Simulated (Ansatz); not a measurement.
# One shape, several levels: C2H3F2Si (SMILES [CH]=C[SiH](F)F)

Wanted: a comparison of 6 runs (UHF/STO-3G, UB3LYP/6-31G*, U-r2SCAN/cc-pVDZ, UB3LYP/cc-pVDZ, UMP2/cc-pVDZ, UCCSD(T)/cc-pVDZ) of C2H3F2Si. 

The results are computed with Ansatz 0.2.0.

50 further runs of the same task are left out: 50 set aside as unsound or not needed.

### Step 1. Starting point

The species is C2H3F2Si (8 atoms), meant as a doublet with charge 0. As SMILES, `[CH]=C[SiH](F)F`. The Si3–F4 distance was set to 2.382 Å, away from the relaxed value. At this shape a bond of the SMILES string is far longer than usual.

Bond lengths: C1–C2 1.305 Å, C2–Si3 1.846 Å, Si3–F5 1.588 Å, C1–H6 1.082 Å, C2–H7 1.091 Å, Si3–H8 1.473 Å. Angles: C1–C2–Si3 118.6°, C2–Si3–F5 110.3°, C1–C2–H7 120.9°, Si3–C2–H7 120.5°, C2–C1–H6 137.0°, C2–Si3–H8 112.0°, F5–Si3–H8 108.9°. A long bond or contact: Si3–F4 2.382 Å.

### Step 2. A single-point energy at UHF/STO-3G (run 1)

Input file run.yaml:

```yaml
crystal:
  periodic: [false, false, false]
  atoms:
    - {symbol: C, position_ang: [0.839999, 1.216296, 1.778618]}
    - {symbol: C, position_ang: [0.933499, 0.860996, 0.526118]}
    - {symbol: Si, position_ang: [-0.617601, 0.500496, -0.407682]}
    - {symbol: F, position_ang: [-0.572000, -1.723000, -1.260300]}
    - {symbol: F, position_ang: [-0.735101, 1.454596, -1.671382]}
    - {symbol: H, position_ang: [0.048499, 1.376996, 2.499318]}
    - {symbol: H, position_ang: [1.906299, 0.778096, 0.038318]}
    - {symbol: H, position_ang: [-1.817801, 0.666996, 0.430618]}
basis:
  gaussian:
    orbitals: STO-3G
hamiltonian:
  xc: hf
accuracy: high
magnetization:
  spin_polarized: true
  initial_magnetization: 1
output:
  orbitals: {seedname: orbitals}
```

Run with:

```console
$ ansatz run run.yaml --threads 1 --pin off --max-ram 3480MiB --events-out events.jsonl --progress --plain --runs-dir runs
```

Log:

```text
Warning: RAYON_NUM_THREADS=1 ignored (pool sized by the plan → 1); use --threads N
Functional definition: HF
  name "HF"
  exchange = exact_x
  correlation = 0
630 factors; integrals over basis functions are off by at most 3.3e-8 eV
mean field evaluation 1: about -15175.8460 eV, gradient 1.9e1 eV
mean field evaluation 2: about -15175.9254 eV, gradient 1.9e1 eV
mean field evaluation 4: about -15183.4142 eV, gradient 3.3e0 eV
mean field evaluation 8: about -15183.7693 eV, gradient 1.1e0 eV
mean field evaluation 16: about -15185.7134 eV, gradient 2.2e-4 eV
mean field evaluation 32: about -15185.7131 eV, gradient 1.4e-1 eV
mean field evaluation 64: about -15185.4020 eV, gradient 8.4e-1 eV
mean field evaluation 96: about -15184.7134 eV, gradient 1.3e0 eV
mean field evaluation 128: about -15184.4740 eV, gradient 6.7e-1 eV
mean field evaluation 160: about -15181.0184 eV, gradient 1.9e0 eV
mean field evaluation 192: about -15181.8412 eV, gradient 6.6e0 eV
mean field evaluation 224: about -15183.8741 eV, gradient 4.7e-2 eV
mean field evaluation 256: about -15183.9599 eV, gradient 7.7e-8 eV
mean field -15185.71336547 eV, -558.0646729347 hartree, gradient 2.0e-8 eV, S^2 1.892687; 7 other end points of the search recorded, 0 dependent functions left out
reference -15185.71336547 eV, -558.0646729347 hartree; 24, 23 occupied and 8, 9 virtual orbitals, 630 factors
Total energy: -15185.71336547 eV, -558.0646729347 hartree
```

Run time: 1.4 s. Hardware: 1 thread of Arm Neoverse V2, shared host.

### Step 3. The energy at UB3LYP/6-31G(d) (spherical functions) (run 2)

Input file molecule.yaml:

```yaml
crystal:
  periodic: [false, false, false]
  atoms:
    - {symbol: C, position_ang: [0.839999, 1.216296, 1.778618]}
    - {symbol: C, position_ang: [0.933499, 0.860996, 0.526118]}
    - {symbol: Si, position_ang: [-0.617601, 0.500496, -0.407682]}
    - {symbol: F, position_ang: [-0.572000, -1.723000, -1.260300]}
    - {symbol: F, position_ang: [-0.735101, 1.454596, -1.671382]}
    - {symbol: H, position_ang: [0.048499, 1.376996, 2.499318]}
    - {symbol: H, position_ang: [1.906299, 0.778096, 0.038318]}
    - {symbol: H, position_ang: [-1.817801, 0.666996, 0.430618]}
basis:
  gaussian:
    orbitals: 6-31G_st_-spherical.json
magnetization:
  spin_polarized: true
  initial_magnetization: 1
hamiltonian:
  xc: {name: B3LYP}
accuracy: high
output:
  orbitals: {seedname: orbitals}
```

The basis set 6-31G* is read from a file made from the Basis Set Exchange's data (not shown).

Run with:

```console
$ ansatz run molecule.yaml --threads 1 --pin off --max-ram 3480MiB --events-out events.jsonl --progress --plain --runs-dir runs
```

Log:

```text
Warning: RAYON_NUM_THREADS=1 ignored (pool sized by the plan → 1); use --threads N
Functional definition: B3LYP
  name "B3LYP"
  parameter a0 = 0.2
  parameter ax = 0.72
  parameter ac = 0.81
  exchange = (1 - a0 - ax)*slater_x + ax*b88_x + a0*exact_x
  correlation = (1 - ac)*vwn_rpa_c + ac*lyp_c
1776 factors; integrals over basis functions are off by at most 7.8e-9 eV
mean field evaluation 1: about -15423.8163 eV, gradient 4.2e1 eV
mean field evaluation 2: about -15315.0172 eV, gradient 1.6e2 eV
mean field evaluation 4: about -15430.5140 eV, gradient 1.3e1 eV
mean field evaluation 8: about -15431.1054 eV, gradient 6.5e-1 eV
mean field evaluation 16: about -15431.2718 eV, gradient 7.0e-3 eV
mean field evaluation 32: about -15431.2718 eV, gradient 1.5e-6 eV
mean field -15431.27182255 eV, -567.0887797870 hartree, gradient 9.2e-8 eV, S^2 0.761493; 0 other end points of the search recorded, 0 dependent functions left out
reference -15431.27186029 eV, -567.0887811738 hartree; 24, 23 occupied and 56, 57 virtual orbitals, 1776 factors
Total energy: -15431.27186029 eV, -567.0887811738 hartree
```

Wall time 13 s (1 thread of Arm Neoverse V2, shared host); peak memory 0.37 GiB.

Runs 3 to 5 aren't shown in full; the table further down has their settings and results.

### Step 4. The energy at UCCSD(T)/cc-pVDZ (run 6)

Input file input.yaml:

```yaml
crystal:
  periodic: [false, false, false]
  atoms:
    - {symbol: C, position_ang: [0.839999, 1.216296, 1.778618]}
    - {symbol: C, position_ang: [0.933499, 0.860996, 0.526118]}
    - {symbol: Si, position_ang: [-0.617601, 0.500496, -0.407682]}
    - {symbol: F, position_ang: [-0.572000, -1.723000, -1.260300]}
    - {symbol: F, position_ang: [-0.735101, 1.454596, -1.671382]}
    - {symbol: H, position_ang: [0.048499, 1.376996, 2.499318]}
    - {symbol: H, position_ang: [1.906299, 0.778096, 0.038318]}
    - {symbol: H, position_ang: [-1.817801, 0.666996, 0.430618]}
basis:
  gaussian: {orbitals: cc-pVDZ}
magnetization: {spin_polarized: true, initial_magnetization: 1}
correlation: {method: ccsd_t, frozen_orbitals: {C: 1, F: 1, H: 0, Si: 5}}
accuracy: high
scf: {omitted_lower_state_checks: [cluster_reference, increment]}
```

Run with:

```console
$ ansatz run input.yaml --threads 1 --pin off --max-ram 3480MiB --events-out events.jsonl --progress --plain --runs-dir runs
```

Log:

```text
Warning: RAYON_NUM_THREADS=1 ignored (pool sized by the plan → 1); use --threads N
[... 13 lines left out ...]
9 core orbitals not correlated: weight in the atoms' cores, before any rotation towards them, 1.000 or more for the frozen orbitals, at most 0.000 for the correlated occupied ones
[... 33 lines left out ...]
Total energy: -15401.11267263 eV, -565.9804514701 hartree
Checks for a lower state left out: cluster_reference, increment
```

Wall time 98 s (1 thread of Arm Neoverse V2, shared host); peak memory 1.1 GiB.

### Step 5. All runs side by side

```csv
run,level,frozen core orbitals,energy (Eh),HOMO energy (eV),LUMO energy (eV),⟨S²⟩,wall time
1,UHF/STO-3G,–,-558.064673,-6.08,6.26,1.893,1.4 s
2,UB3LYP/6-31G* (spherical functions),–,-567.088781,-7.26,-3.42,0.761,13 s
3,U-r2SCAN/cc-pVDZ,–,-566.954053,-6.65,-3.82,0.766,26 s
4,UB3LYP/cc-pVDZ,–,-567.123330,-7.39,-3.63,0.761,15 s
5,UMP2/cc-pVDZ,9,-565.915927,–,–,0.954,6.6 s
6,UCCSD(T)/cc-pVDZ,9,-565.980451,–,–,0.954,98 s
```

### Step 6. Results

```
                                          quantity          value
                               run 6: total energy  -565.98045 Eh
run 6: correlation energy (9 core orbitals frozen)     -764.6 mEh
                             run 6: (T) correction     -21.03 mEh
          run 6: ⟨S²⟩ of the reference determinant          0.954
                              run 6: T1 diagnostic          0.033
```

In words: Totals of different functionals can't be ranked against each other. In run 1 the basis is minimal, so the values are rough. Spin contamination of the reference: run 1 ⟨S²⟩ = 1.89, run 5 ⟨S²⟩ = 0.95, run 6 ⟨S²⟩ = 0.95. Where it is this large, the reference is a mixture of spin states, and values that rest on it are in doubt. All runs together took 2.6 min, the longest 98 s.
